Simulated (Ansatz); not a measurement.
# C2H4F2OSi: up Jacob's ladder to CCSD(T)

Aim: compute C2H4F2OSi with functionals from several rungs and with coupled cluster, and see how far each lands from CCSD(T) at the basis-set limit for the atomisation energy.

Program: Ansatz 0.2.0, Gaussian basis. Level of theory: functionals in def2-TZVPP, the program's frozen cores in correlated methods. These are calculated values, not measurements.

Levels to be run: LDA (SPW92), PBE-D4, revPBE-D4, BLYP-D4, r2SCAN-D4, B97M-V, PBE0-D4, B3LYP-D4, r2SCANh-D4, r2SCAN0-D4, HSE06-D4, BHLYP-D4, CAM-B3LYP-D4, LC-ωPBE, ωB97X-V, ωB97M-V, B2PLYP, PBE-QIDH; CCSD(T)/def2-SVP; CCSD(T)/def2-TZVPP; MP2/def2-QZVPP; extrapolation to the limit; RPA on PBE.

## (1) The geometry

All runs share one geometry, relaxed beforehand with PBE0-D4 in a triple-zeta def2 set.

SMILES `C=C(F)[SiH](O)F`, 10 atoms, charge 0, spin multiplicity 1.

Atoms are counted from 1 here; the program's logs count them from 0.

Bond lengths: C1–C2 1.324 Å, C1–H7 1.082 Å, C1–H8 1.084 Å, C2–F3 1.352 Å, C2–Si4 1.871 Å, Si4–O5 1.627 Å, Si4–F6 1.593 Å, Si4–H9 1.473 Å, O5–H10 0.959 Å. Angles: C2–C1–H7 119.5°, C2–C1–H8 121.8°, H7–C1–H8 118.7°, C1–C2–F3 119.4°, C1–C2–Si4 125.7°, F3–C2–Si4 114.9°, C2–Si4–O5 110.2°, C2–Si4–F6 106.5°, C2–Si4–H9 113.4°, O5–Si4–F6 111.4°, O5–Si4–H9 107.0°, F6–Si4–H9 108.3°, Si4–O5–H10 118.9°.

## (2) LDA

This LDA is Slater exchange with PW92 correlation.

Contents of in.yaml:

```yaml
crystal:
  periodic: [false, false, false]
  atoms:
    - {symbol: C, position_ang: [-0.959596, -1.179643, 0.673823]}
    - {symbol: C, position_ang: [-0.191112, -0.124315, 0.894538]}
    - {symbol: F, position_ang: [-0.125006, 0.398861, 2.139123]}
    - {symbol: Si, position_ang: [0.879847, 0.731903, -0.378300]}
    - {symbol: O, position_ang: [0.485688, 0.227241, -1.874359]}
    - {symbol: F, position_ang: [0.625902, 2.295091, -0.205882]}
    - {symbol: H, position_ang: [-0.999576, -1.610760, -0.317862]}
    - {symbol: H, position_ang: [-1.544564, -1.636142, 1.464488]}
    - {symbol: H, position_ang: [2.318957, 0.474789, -0.201311]}
    - {symbol: H, position_ang: [-0.407439, 0.371875, -2.191357]}
basis:
  gaussian: {orbitals: def2-TZVPP}
hamiltonian: {xc: lda}
output: {orbitals: {seedname: orbitals}}
```

After this run come: PBE-D4 (GGA); revPBE-D4 (GGA); BLYP-D4 (GGA); r2SCAN-D4 (meta-GGA); B97M-V (meta-GGA); PBE0-D4 (hybrid); B3LYP-D4 (hybrid); r2SCANh-D4 (hybrid); r2SCAN0-D4 (hybrid); HSE06-D4 (hybrid); BHLYP-D4 (hybrid); CAM-B3LYP-D4 (range-separated); LC-ωPBE (range-separated); ωB97X-V (range-separated); ωB97M-V (range-separated); B2PLYP (double hybrid); PBE-QIDH (double hybrid); CCSD(T) in def2-SVP; CCSD(T) in def2-TZVPP; MP2 in def2-QZVPP; RPA on PBE orbitals.

Before running them: what should the planned runs give, taken together? Wanted: atomisation energy, CCSD(T)/CBS; farthest beyond LDA; mean size of error, GGA; mean size of error, meta-GGA; mean size of error, hybrid; mean size of error, range-separated; mean size of error, double hybrid; gap, smallest and largest; T1 diagnostic.

As calculated:

| quantity | value |
| --- | --- |
| atomisation energy, CCSD(T)/CBS | 4128.1 kJ/mol |
| functionals within 20.6 kJ/mol (0.5 %) | BLYP-D4, r2SCAN-D4, B97M-V, HSE06-D4, CAM-B3LYP-D4, LC-ωPBE, ωB97X-V, ωB97M-V |
| farthest beyond LDA | BHLYP-D4 (-177.8 kJ/mol) |
| mean size of error, GGA | 43.1 kJ/mol |
| mean size of error, meta-GGA | 6.7 kJ/mol |
| mean size of error, hybrid | 62.6 kJ/mol |
| mean size of error, range-separated | 8.9 kJ/mol |
| mean size of error, double hybrid | 50.7 kJ/mol |
| gap, smallest and largest | 5.07 eV (LDA (SPW92)), 12.39 eV (LC-ωPBE) |
| T1 diagnostic | 0.0125 |
| triples share of the correlation energy | 3.5 % |

The LDA atomisation energy is off by 640.4 kJ/mol (16 %): it overbinds. PBE-D4 misses by +84.9 kJ/mol. Double hybrids carry the basis error of their MP2 part in triple zeta, and no dispersion term here, so their miss is partly the set-up's. The rungs meta-GGA, range-separated miss on average by less than the doubt on the reference (20.6 kJ/mol), so they tie. The reference freezes the cores and leaves out relativity and excitations past (T), so misses under about 20.6 kJ/mol can't be ranked. Hartree-Fock recovers 72 % of the binding; the rest is correlation. CCSD(T) in def2-SVP is off by -284.9 kJ/mol, more than most functionals: a good method in a small basis is no reference. Orbital gaps span 5.1 to 12.4 eV; exact exchange widens them.
